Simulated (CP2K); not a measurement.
Runs of CP2K 2026.2 on WF. The structure is trigonal, space group R3m (No. 160). Conventional cell: a = 2.732 Å, b = 2.732 Å, c = 15.209 Å, α = 90.00°, β = 90.00°, γ = 120.00°. Around W (site symmetry 3m) lie 1 F at 1.87 Å. F (site symmetry 3m) has 1 W at 1.87 Å as nearest neighbours. The cell was built by a generator and needn't be a form met in nature.

```tsv
level	cutoff of the non-local correlation (Ry)	gap on the mesh (eV)	pressure (GPa)	largest force (eV/Å)
vdW-DF-cx	150 Ry	none	-4.1	-
LDA	-	none	-8.1	0.74
RPBE	-	none	2.1	0.12
r2SCAN	-	none	-3.8	0.52
HLE16	-	none	-24.5	(b)
PBEsol	-	none	-5.2	(a)
```

Alike in all rows: task band structure; potentials or basis POTENTIAL_UZH W GTH-PBE-q14, F GTH-PBE-q7; TZVP-MOLOPT-PBE-GTH basis; no spin polarisation; cell as given; k mesh 11 × 11 × 11; smearing fermi-dirac 0.05 eV.

Problem. Fill in the values left out.

Solution. (a) 0.59; (b) 3.04.

Caveats: the potentials were made for another functional, which shifts forces and pressure; spin-orbit coupling is left out, which moves the levels of the heavy elements; the basis of atomic orbitals isn't converged, which shifts pressures, moduli and gaps; an odd number of electrons without spin polarisation forces a metal; a magnetic or distorted state may lie lower; the forces don't sum to zero, a sign of grid noise (some runs); the potentials were made for a functional far from this one (some runs).

A k mesh can miss the band edges, and the runs leave out spin-orbit coupling on W.

A gap of «none» marks a metal or a gap under the smearing width.

Runs at the PBE level aren't shown here.
